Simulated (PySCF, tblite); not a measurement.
# C2H6BrSi3 radical: geometry, infrared bands and EPR parameters

Wanted: the infrared bands and EPR parameters of C2H6BrSi3 radical (`C#C[Si@@H]([SiH2])[SiH2]Br`), by calculation.

The runs use tblite 0.8.0 and PySCF 2.14.0, with density-fitted response routines of our own; the level of theory stands in each step. All values are computed, except where a source is named. Atoms are numbered from 0 throughout.

## (1) The molecule as given

12 atoms, charge 0, multiplicity 2; geometry from: force field or distance geometry start.

Bonds of the start (Å): C0–C1 1.20, C1–Si2 1.84, Si2–Si3 2.23, Si2–Si4 2.24, Si4–Br5 2.24, C0–H6 1.07, Si2–H7 1.48, Si3–H8 1.49, Si3–H9 1.46, Si4–H10 1.47, Si4–H11 1.48.

## (2) Geometry optimisation with GFN2-xTB

Job settings and geometry (Å):

```
{"job": {"kind": "relax", "xc": "GFN2-xTB", "basis": "xTB"}, "charge": 0, "multiplicity": 2}
C     -1.212800     2.561200     0.140000
C     -0.612000     1.560300    -0.155900
Si     0.306400     0.022300    -0.555300
Si     2.069500    -0.172200     0.799600
Si    -1.050600    -1.744600    -0.301700
Br    -0.055900    -3.197300     1.087200
H     -1.756000     3.446000     0.404400
H      0.760100     0.121200    -1.963300
H      1.909400     0.881500     1.836600
H      3.254500     0.066100    -0.010500
H     -1.326600    -2.327600    -1.626400
H     -2.284800    -1.217600     0.319300
```

Command:

```sh
> OMP_NUM_THREADS=1 python probes_run.py task.json out
```

This one command runs all jobs of the session in turn.

The program printed:

```text
step      E/eV     max force
  0    -448.80406    1.098
  1    -448.86198    0.675
  2    -448.88524    2.875
  3    -448.93856    1.017
  4    -448.98292    1.100
  5    -449.12051    1.600
  6    -449.16030    0.844
  7    -449.17605    0.280
  8    -449.18477    0.405
  9    -449.19467    0.527
 10    -449.20640    0.387
 11    -449.21403    0.198
 12    -449.21778    0.156
 13    -449.22017    0.191
 14    -449.22252    0.162
 15    -449.22418    0.111
 16    -449.22495    0.081
 17    -449.22535    0.059
 18    -449.22573    0.072
 19    -449.22627    0.097
 20    -449.22699    0.116
 21    -449.22775    0.104
 22    -449.22833    0.064
 23    -449.22865    0.048
 24    -449.22885    0.036
 25    -449.22904    0.040
 26    -449.22932    0.056
 27    -449.22974    0.068
 28    -449.23033    0.079
 29    -449.23102    0.079
 30    -449.23168    0.071
 31    -449.23221    0.059
 32    -449.23264    0.054
 33    -449.23312    0.065
 34    -449.23383    0.091
 35    -449.23490    0.141
 36    -449.23613    0.163
 37    -449.23710    0.124
 38    -449.23769    0.052
 39    -449.23800    0.052
 40    -449.23839    0.071
 41    -449.23921    0.135
 42    -449.24070    0.196
 43    -449.24283    0.210
 44    -449.24492    0.141
 45    -449.24634    0.074
 46    -449.24675    0.077
 47    -449.24737    0.087
 48    -449.24795    0.067
 49    -449.24935    0.075
 50    -449.25032    0.112
 51    -449.25153    0.108
 52    -449.25231    0.079
 53    -449.25274    0.065
 54    -449.25335    0.061
 55    -449.25396    0.072
 56    -449.25501    0.073
 57    -449.25574    0.078
 58    -449.25690    0.114
 59    -449.25785    0.145
 60    -449.25922    0.161
 61    -449.26106    0.153
 62    -449.26357    0.140
 63    -449.26570    0.126
 64    -449.26607    0.227
 65    -449.26786    0.085
 66    -449.26874    0.096
 67    -449.27056    0.119
 68    -449.27394    0.175
 69    -449.27679    0.176
 70    -449.27932    0.157
 71    -449.28101    0.165
 72    -449.28196    0.133
 73    -449.28341    0.085
 74    -449.28425    0.092
 75    -449.28529    0.101
 76    -449.28653    0.112
 77    -449.28788    0.097
 78    -449.28866    0.062
 79    -449.28888    0.025
 80    -449.28897    0.025
 81    -449.28912    0.037
 82    -449.28940    0.043
 83    -449.28981    0.071
 84    -449.29019    0.057
 85    -449.29050    0.035
 86    -449.29064    0.025
 87    -449.29068    0.025
 88    -449.29087    0.032
 89    -449.29106    0.035
 90    -449.29125    0.029
 91    -449.29135    0.020
 92    -449.29142    0.021
 93    -449.29150    0.027
 94    -449.29162    0.033
 95    -449.29178    0.038
 96    -449.29191    0.031
 97    -449.29198    0.020
 98    -449.29206    0.023
 99    -449.29218    0.026
100    -449.29238    0.019
101    -449.29255    0.025
102    -449.29261    0.016
103    -449.29263    0.018
104    -449.29264    0.014
105    -449.29267    0.011
106    -449.29269    0.011
107    -449.29271    0.013
108    -449.29273    0.016
109    -449.29273    0.009
```

Wall time 0.99 s (1 thread of Arm Neoverse V1, shared host).

Step by step: (not every step is listed)

```tsv
step	energy from step 0 (eV)	largest force (eV/Å)
0	0.0000	1.0975
1	-0.0579	0.6749
2	-0.0812	2.8751
3	-0.1345	1.0174
4	-0.1789	1.1002
5	-0.3165	1.5998
6	-0.3562	0.8442
7	-0.3720	0.2798
8	-0.3807	0.4046
17	-0.4213	0.0592
26	-0.4253	0.0560
35	-0.4308	0.1410
44	-0.4409	0.1412
53	-0.4487	0.0645
62	-0.4595	0.1398
71	-0.4769	0.1646
80	-0.4849	0.0253
89	-0.4870	0.0350
98	-0.4880	0.0228
104	-0.4886	0.0136
105	-0.4886	0.0110
106	-0.4886	0.0108
107	-0.4887	0.0130
108	-0.4887	0.0158
109	-0.4887	0.0088
```

Close pairs (by a distance rule), those that changed most:

```tsv
bond	before (Å)	after (Å)	change (Å)
Si2–Si4	2.242	2.323	+0.081
Si2–Si3	2.232	2.288	+0.056
Si3–H8	1.487	1.461	-0.026
C1–Si2	1.835	1.859	+0.023
Si4–H11	1.479	1.459	-0.019
C0–H6	1.071	1.053	-0.019
Si4–H10	1.473	1.460	-0.013
Si3–H9	1.455	1.465	+0.010
```

The next job starts from the end point, and lists it.

## (3) Vibrational analysis with GFN2-xTB

Job settings and geometry (Å):

```
{"job": {"kind": "ir", "xc": "GFN2-xTB", "basis": "xTB"}, "charge": 0, "multiplicity": 2}
C     -1.326531     2.619296    -0.125715
C     -0.699986     1.618420    -0.363861
Si     0.379933     0.123364    -0.593976
Si     2.351304    -0.048085     0.553883
Si    -1.131599    -1.597966    -0.209673
Br    -0.117367    -3.154358     1.063141
H     -1.903437     3.481197     0.054884
H      0.670550     0.153879    -2.047675
H      2.347673    -0.570924     1.918249
H      3.308517     1.060572     0.512870
H     -1.552894    -2.387604    -1.363490
H     -2.324966    -1.298476     0.575335
```

The program printed:

```text
mode    cm-1     km/mol
  1      -6.7      4.18
  2      59.4      1.86
  3      70.9      3.88
  4      93.2      2.44
  5     100.0      0.34
  6     129.7      5.47
  7     240.0     27.66
  8     251.1     28.50
  9     337.5     16.14
 10     348.9     24.86
 11     367.1      1.98
 12     383.7     17.25
 13     434.0      2.06
 14     515.2      0.13
 15     591.1    345.29
 16     607.9     15.80
 17     639.1     24.71
 18     664.2     91.28
 19     667.0     77.98
 20     689.6    416.17
 21     701.8    193.88
 22     793.7    367.52
 23     807.4    124.11
 24    2065.4    272.30
 25    2173.3      5.50
 26    2224.8    353.55
 27    2263.7    244.48
 28    2268.6    372.63
 29    2286.5    189.60
 30    3345.8      0.96
```

Wall time 0.57 s (1 thread of Arm Neoverse V1, shared host).

The strongest bands and the atoms that carry them (share of the mass-weighted mode):

```tsv
cm⁻¹	km/mol	atoms
591	345.3	H7 80 %
690	416.2	H6 37 %, H7 29 %, H10 10 %
702	193.9	H11 33 %, H10 30 %, H7 10 %
794	367.5	H8 38 %, H9 35 %
2065	272.3	H7 97 %
2225	353.6	H9 96 %
2264	244.5	H10 58 %, H11 26 %, H8 11 %
2269	372.6	H8 85 %
```

## (4) EPR parameters: B3LYP/def2-TZVP-core+pcH-1

Same as in step 3 but for these lines:

```diff
@@ -1,2 +1,2 @@
-{"job": {"kind": "ir", "xc": "GFN2-xTB", "basis": "xTB"}, "charge": 0, "multiplicity": 2}
+{"job": {"kind": "epr", "basis": "pcH-1"}, "charge": 0, "multiplicity": 2}
 C     -1.326531     2.619296    -0.125715
```

With the program's defaults for keys left out, this is: UKS B3LYP, def2-TZVP-core on Br, pcH-1 on C H Si, non-relativistic, mean-field spin-orbit, GIAO.

The program printed:

```text
UKS, coarse grid
  cycle   1  E = -3522.39873060  |g| = 1.58e+00
  cycle   2  E = -3522.39035677  |g| = 5.83e-01
  cycle   3  E = -3522.43196916  |g| = 3.19e-01
  cycle   4  E = -3522.47465212  |g| = 8.27e-02
  cycle   5  E = -3522.47691088  |g| = 4.61e-02
  cycle   6  E = -3522.47799168  |g| = 7.64e-03
  cycle   7  E = -3522.47802003  |g| = 1.57e-03
  cycle   8  E = -3522.47802070  |g| = 7.14e-04
UKS, final grid
  cycle   1  E = -3522.47806598  |g| = 7.07e-04
  cycle   2  E = -3522.47806573  |g| = 1.06e-03
  cycle   3  E = -3522.47806621  |g| = 2.05e-04
  cycle   4  E = -3522.47806623  |g| = 5.44e-05
  cycle   5  E = -3522.47806623  |g| = 1.83e-05
E = -3522.47806623 Eh   <S^2> = 0.7526 (exact 0.7500)
g shifts (ppm)      1          2          3
  rmc          -125       -125       -125
  gc              2         46         47
  oz_so         634       2989       4228
  total         510       2909       4149
hyperfine (MHz)  atom isotope    a_iso     a_fc   dipolar eigenvalues
    0   13C       5.88       5.89     -2.62     -1.65      4.26
    1   13C      44.86      44.85     -2.94     -1.66      4.61
    2  29Si     -31.20     -31.25     -6.46      1.20      5.25
    3  29Si    -334.21    -335.26   -177.41     88.15     89.26
    4  29Si       3.72       3.74     -0.46     -0.15      0.61
    5  79Br       3.52       3.51     -3.88     -3.40      7.28
    6    1H      -1.11      -1.11     -1.50     -0.43      1.93
    7    1H       8.60       8.60     -2.77     -1.26      4.03
    8    1H      -7.75      -7.78    -10.53      2.11      8.42
    9    1H      -5.26      -5.29    -10.49      2.12      8.37
   10    1H      -0.19      -0.19     -0.68     -0.55      1.23
   11    1H      -0.88      -0.88     -0.70     -0.54      1.24
```

It took 3.7 min on 1 thread of Arm Neoverse V1, shared host; peak memory 1.4 GiB.

Principal g values 2.00283, 2.00523, 2.00647; g(iso) = 2.00484, against 2.00232 for a free electron.

Hyperfine couplings; where a row names several nuclei, a(iso) is their mean (it holds for fast rotation or exchange) and the dipolar term the largest among them:

```tsv
nuclei	isotope	a(iso) (MHz)	a(iso) (G, at g = 2.0023)	largest dipolar term (MHz)
Si3	29Si	-334.2	-119.3	-177.4
C1	13C	44.9	16.0	4.6
Si2	29Si	-31.2	-11.1	-6.5
H7	1H	8.6	3.1	4.0
H8, H9	1H	-6.5	-2.3	-10.5
C0	13C	5.9	2.1	4.3
Si4	29Si	3.7	1.3	0.6
Br5	79Br	3.5	1.3	7.3
H6	1H	-1.1	-0.4	1.9
H11	1H	-0.9	-0.3	1.2
H10	1H	-0.2	-0.1	1.2
```

Mulliken spin populations:

```tsv
atom	value (e)
C0	0.03
C1	0.00
Si2	0.04
Si3	0.98
Si4	-0.01
Br5	0.00
H6	0.00
H7	0.00
H8	-0.02
H9	-0.02
H10	0.00
H11	0.00
```

In first order the couplings over 0.8 MHz of 1H, 79Br give 96 distinct lines over 12.2 G, if the averaged nuclei exchange fast; the same motion can average rows kept apart here too.

The fields below are evaluated on a grid from the run's orbitals.

ELF in a plane through or near 4 of the atoms.

Ten even steps from ' ' (0.00) to '@' (1.00):
```
                                                        
                                                        
                    ..++%%##::                          
                  ..##@@@@@@%%::......                  
                  ::%%@@@@@@@@++==++==::                
                    --%%@@**::::++%%##==                
                      ::++..##**::##**::                
                      ..##@@##++++==..    ..            
            ::----::::--**##%%%%::    ::++**++::        
          ::==******##%%::  ..++::  ::**%%%%##++::      
        ..--++##%%==++**##::##@@##==++####%%%%##==      
        ==####==**%%==##==--%%**::::--####%%%%**--      
        ++####**######++  ..==..%%##..----++**==::      
          ....--====--..    --==::--++--                
                ....        ::--::----::                
                                                        
                                                        
                                                        
                                                        
                                                        
```
The map spans 12.6 Å across and 12.1 Å up, centred on the molecule. Atoms in the plane (x, y in Å): C1 (-1.7, -0.5), Si3 (0.5, 2.4), Si4 (1.4, -1.4), H9 (-0.5, 3.5).

log10 of the density (e/Å³) in the same plane.

Ten even steps from '0' (-4.0) to '9' (2.1):
```
0000000000000000000000000000
0000000000011111000000000000
0000000001223332211100000000
0000000012345544332210000000
0000000012356655443220000000
0000000012346677554321000000
0000000112345699554321100000
0000011223345666544333221000
0000123344455665444444432100
0001234555666665544555543210
0002345667866566555666543211
0012455677665556766665543211
0002345565554455986555433111
0001233444333345555443322011
0000112222222334444432210000
0000000000001122333221000000
0000000000000011111110000000
0000000000000000000000000000
0000000000000000000000000000
0000000000000000000000000000
```
The map spans 12.6 Å across and 12.1 Å up, centred on the molecule. Atoms in the plane (x, y in Å): C1 (-1.7, -0.5), Si3 (0.5, 2.4), Si4 (1.4, -1.4), H9 (-0.5, 3.5).

On the surface of density 0.002 e/bohr³ the electrostatic potential runs, from the 1st to the 99th percentile, from -0.55 V near C0 to 1.62 V near H6.

The spin density lies nearest to Si3 66 %; H8, H9 about 10 % each; Si2 6 %.

## (5) What came out

```
                                                                  quantity                    value
                                 strongest single infrared mode (GFN2-xTB)     690 cm⁻¹, 416 km/mol
                                              zero-point energy (GFN2-xTB)            37.3 kcal/mol
                                                            g(iso) (B3LYP)                  2.00484
                                                                      ⟨S²⟩       0.753 (exact 0.75)
                                        largest a(iso) (averaged by class)  29Si on Si3, -334.2 MHz
potential on the surface of density 0.002 e/bohr³, 1st and 99th percentile       -0.55 V and 1.62 V
```

What this shows: The optimisation took 109 steps and gained 0.489 eV; among the close pairs (by a distance rule), Si2–Si4 changed most, from 2.242 to 2.323 Å. The lowest mode is slightly imaginary (7i cm⁻¹), a soft motion within the noise of the Hessian, so the minimum is not strictly shown. The strongest single mode, at 690 cm⁻¹, is carried by H6, H7, H10. Unscaled tight-binding wavenumbers are off by several per cent, some by more. Its intensities can rank the bands wrongly. Si3 carries the largest spin population, 0.98 e. The isotropic g lies 2.5 ppt above the free-electron value. The hyperfine terms hold no scalar relativity, which the heavier nuclei need. These values are for one conformer; the search (at its own cheap level) found 2 more, at 0.42, 0.44 kcal/mol, and measured spectra average over such forms.
